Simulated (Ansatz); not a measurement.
The system is Al3Au.

```xyz
4
Lattice="-2.0253 2.0253 4.0566 2.0253 -2.0253 4.0566 2.0253 2.0253 -4.0566" Properties=species:S:1:pos:R:3 pbc="T T T"
Au    0.0000    0.0000    0.0000
Al    0.0000    0.0000    4.0566
Al    2.0253    0.0000    2.0283
Al    0.0000    2.0253    2.0283
```

The cell comes from a database or a generator and needn't be the stable form of this composition.

A run of Ansatz 0.2.0 on this cell left the log below. Logs are shortened: lines on timing, memory, paths and dates and some standing lists are left out, and cuts for length are marked.

```text
Warning: RAYON_NUM_THREADS=2 ignored (pool sized by the plan → 2); use --threads N
scf.n_extra_bands = 10 over 14 filled bands (N_el = 28.0): the run solves 24 bands
Engine: ansatz 0.2.0, aarch64-unknown-linux-gnu
Pseudopotentials: kind: paw
Pseudopotential: Au, paw, valence charge 19, recommended cutoff 500 eV (meta_gga), Au.paw.azcp
Pseudopotential: Al, paw, valence charge 3, recommended cutoff 500 eV (meta_gga), Al.paw.azcp
Functional definition: r2SCAN
  parameter k0 = 0.174
  parameter k1 = 0.065
  parameter a1 = 4.9479
  exchange = r2scan_x(k0 = k0, k1 = k1, a1 = a1)
  correlation = r2scan_c
Crystal: 4 atoms, lattice volume = 66.560 Å³
Basis set: ecut = 500 eV, 1679 PW (Γ), exchange–correlation on 160×160×160 points (64 copies of the dense FFT grid, shifted against one another)
Bands: 24, of which v1, the nominal top of the filled ones, is band 14 counted from 1 (13 counted from 0)
Symmetry: 16 space group operations
Space group: I4/mmm (ITA 139), of the structure as read, at distance tolerance 4.1e-5 Å
k-points: 75 of 729
Non-local potential: Au, projectors of the file, l = 0: 3, l = 1: 2, l = 2: 2, l = 3: 1
Non-local potential: Al, projectors of the file, l = 0: 2, l = 1: 2, l = 2: 1
PAW form: soft (Blöchl's): semilocal exchange-correlation on the pseudo side does not see the compensation charge
PAW frozen core: Au, regenerated for the run's functional (the file was generated under x = pbe(κ = 0.804, μ = 0.2195149727645171), c = pbe(β = 0.06672455060314922))
PAW frozen core: Al, regenerated for the run's functional (the file was generated under x = pbe(κ = 0.804, μ = 0.2195149727645171), c = pbe(β = 0.06672455060314922))
PAW one-centre angular grid: Au, 590 points (default); XC on 160 Gauss nodes
PAW one-centre angular grid: Al, 302 points (default); XC on 160 Gauss nodes
Initial density: superposition of atomic densities (neutral atoms: chi_scale 0, normalization atom), corrected by the library's trained network
Initial wavefunctions: pseudopotential atomic-orbital guess
Functional: x = r2scan, c = r2scan; τ floored in thin density (d = 2e-4 eV/Å³)
SCF iter   1: F=—  HF=-14785.093014 eV  |F-HF|=—  |Δ(HF+E_count)|=         —  Δρ=1.03e-2  dr2=1.17e-1  dr2_τ=2.74e-2  ethr=1.77e-3  ⟨swp⟩=5.7  Hψ=9295  notcnv=0  defer=45
preconditioner: auto → Kerker (q_TF=auto, 2.362 Å⁻¹)  [metal: Δε(μ)=0.003 eV  Ē_g=11.240 eV  σ=0.050 eV  W_gap=0.01  n_scr=14 (ndim 8)  ℏωp=20.4 eV  f_vac=0.000  D(μ)=1.31/eV (n_scr^D=10)]
SCF iter   2: F=—  HF=-14785.116188 eV  |F-HF|=—  |Δ(HF+E_count)|=   2.32e-2  Δρ=3.88e-3  dr2=1.48e-2  dr2_τ=2.87e-3  ethr=4.18e-4  ⟨swp⟩=2.8  Hψ=3581  notcnv=0  defer=210
SCF iter   3: F=—  HF=-14785.115282 eV  |F-HF|=—  |Δ(HF+E_count)|=   9.05e-4  Δρ=2.17e-3  dr2=3.92e-3  dr2_τ=5.74e-5  ethr=5.30e-5  ⟨swp⟩=1.0  Hψ=1590  notcnv=0  defer=210
SCF iter   4: F=—  HF=-14785.114467 eV  |F-HF|=—  |Δ(HF+E_count)|=   8.15e-4  Δρ=3.98e-4  dr2=1.13e-4  dr2_τ=3.09e-6  ethr=1.40e-5  ⟨swp⟩=2.1  Hψ=2648  notcnv=0  defer=210
SCF iter   5: F=—  HF=-14785.114461 eV  |F-HF|=—  |Δ(HF+E_count)|=   6.93e-6  Δρ=9.09e-5  dr2=4.92e-6  dr2_τ=3.04e-7  ethr=4.03e-7  ⟨swp⟩=2.2  Hψ=2400  notcnv=0  defer=210
SCF iter   6: F=—  HF=-14785.114464 eV  |F-HF|=—  |Δ(HF+E_count)|=   3.80e-6  Δρ=1.65e-5  dr2=2.49e-7  dr2_τ=3.72e-9  ethr=1.76e-8  ⟨swp⟩=2.8  Hψ=2865  notcnv=0  defer=210
SCF iter   7: F=-14785.114465 eV  HF=-14785.114465 eV  |F-HF|=4.99e-9  |Δ(HF+E_count)|=   2.25e-7  Δρ=6.48e-6  dr2=3.00e-8  dr2_τ=1.26e-9  ethr=3.57e-10  ⟨swp⟩=9.3  Hψ=9194  notcnv=0
SCF 1 converged in 7 iterations: F = -14785.114465 eV  dr2 = 3.00e-8
  greatest PAW one-centre occupation: 1.003 electrons in one spin orbital (limit 2), on the Au atom at site 0 (counted from 0), in its partial waves of l = 0
NSCF: frozen V_eff on 156 k-points
SCF converged after 7 iterations
Free energy (F): -14785.114465 eV
Harris-Foulkes:  -14785.114465 eV  (|F-HF|=4.99e-9)
Internal energy: -14785.104512 eV  (E = F + TS)
E sigma→0 (E₀):  -14785.109488 eV
Entropy (-TS):   -0.009952 eV (-2.488 meV/atom)
Fermi energy:    11.593143 eV
--- Per-component energies (eV) ---
  E_band       = -358.804129
  E_kinetic    = 673.061264
  E_local      = -3031.573592  (includes V_loc(G=0)·N_el)
  E_nonlocal   = 100.673352
  E_hartree    = 1329.447048
  E_xc         = -328.979188
  E_vxc        = -402.820484  (∫ρ·V_xc dr)
  E_paw        = -11148.304332  (= ΣΔE_a)
  E_vpaw       = -382.671794  (= ΣTr[D̂ρ^β])
  E_aug_tail   = 0.000723  (compensation charges beyond the density's cutoff)
  E_vtau       = 25.624126  (kinetic-family band-sum trace: ∫τ·v_τ [+ j·A + Jᵃ·Aᵃ] dr)
  E_ewald      = -2379.073140
  E_core_change = -0.356648  (= ΣΔE_core)
  E_smearing   = -0.009952  (= −TS)
  E_closure    = 0.000000  (closes the sum)
  Σ components = -14785.114465   (vs F -14785.114465, Δ=0.00e0)
--- Forces (eV/Å), atoms counted from 1 ---
  atom   1  Au    -0.00000000     0.00000000    -0.00000000
  atom   2  Al    -0.00000000     0.00000000     0.00000000
  atom   3  Al    -0.00000000    -0.00000000     0.00000000
  atom   4  Al    -0.00000000    -0.00000000     0.00000000
  max |Σ_I F_I| component: 2.43e-17 eV/Å
--- Stress (GPa, compression-positive) ---
       -2.749572       0.000000       0.000000
        0.000000      -2.749572       0.000000
        0.000000      -0.000000      -3.045162
  P = ⅓ Tr σ = -2.8481 GPa (-28.481 kbar)
--- Band table (eV; the first three rows and the last of 75) ---
  k-point 0: bands = ["-97.3730", "-48.1935", "-48.1901", "-48.1901", "-0.2967", "5.1904", "5.2708", "5.4461", "5.4461", "5.9841", "8.7336", "11.5558", "11.5558", "12.0590", "12.4200", "12.4200", "12.4320", "12.7008", "14.2059", "15.2161", "18.2980", "18.2980", "19.2044", "22.8450"]
  k-point 1: bands = ["-97.3730", "-48.1935", "-48.1902", "-48.1902", "-0.0445", "5.2477", "5.2936", "5.3601", "5.3638", "5.8424", "9.1316", "10.5213", "10.5581", "10.9191", "11.3178", "12.2442", "14.3529", "14.6525", "15.5331", "15.7931", "15.8927", "18.7725", "20.5430", "23.3427"]
  k-point 2: bands = ["-97.3730", "-48.1935", "-48.1906", "-48.1906", "0.6978", "4.9254", "5.2593", "5.4277", "5.4373", "5.5832", "8.9416", "9.5463", "9.7004", "10.1703", "10.5851", "12.3527", "12.6406", "16.6307", "17.1377", "17.3171", "18.6911", "20.0921", "20.6550", "20.6695"]
  k-point 74: bands = ["-97.3730", "-48.1937", "-48.1902", "-48.1901", "2.1651", "2.3322", "4.9305", "5.8912", "5.9267", "5.9529", "5.9553", "8.0634", "9.0473", "11.7948", "13.4066", "16.3597", "17.1258", "17.2185", "17.7723", "17.8815", "19.0885", "19.7797", "20.6604", "20.9317"]
```

**Question.** Write the input and the command behind it.

**Answer.** Band structure with r2SCAN, no spin polarisation. The files as run (others can give the same):

input.yaml
```yaml
crystal:
  lattice:
    - [-2.025333, 2.025333, 4.0566]
    - [2.025333, -2.025333, 4.0566]
    - [2.025333, 2.025333, -4.0566]
  atoms:
    - { symbol: Au, position: [0.0, 0.0, 0.0] }
    - { symbol: Al, position: [0.5, 0.5, 0.0] }
    - { symbol: Al, position: [0.25, 0.75, 0.5] }
    - { symbol: Al, position: [0.75, 0.25, 0.5] }
hamiltonian:
  xc: r2scan
  pseudopotentials: { kind: paw }
kpoints:
  mp_grid: { grid: [9, 9, 9] }
  band_path:
    path:
      - [[0.0, 0.0, 0.0], [0.0, 0.0, 0.5], [-0.1246345671, 0.1246345671, 0.5], [-0.3123172836, 0.3123172836, 0.3123172836], [0.0, 0.0, 0.0], [0.5, 0.5, -0.5], [0.3123172836, 0.6876827164, -0.3123172836], [0.0, 0.5, 0.0], [0.25, 0.25, 0.25], [0.5, 0.5, -0.1246345671], [0.5, 0.5, -0.5]]
      - [[0.0, 0.0, 0.5], [0.25, 0.25, 0.25]]
    npoints: 14
scf:
  occupations: { method: fermi_dirac, width: 0.05 }
  n_extra_bands: 10
output:
  forces: true
  stress: true
  eigenvalues: true
  fatbands: true
```

Potentials or basis: Ansatz PAW.
The run is started by
```bash
$ ansatz run input.yaml --threads 2 --pin off --max-ram 5632MiB --backend cpu --events-out ev --progress --plain --runs-dir out
```

Caveat: spin-orbit coupling is left out, which moves the levels of the heavy elements; the PAW data sets come from PBE, with cores solved anew for the run's functional, which leaves a small shift of forces and pressure.
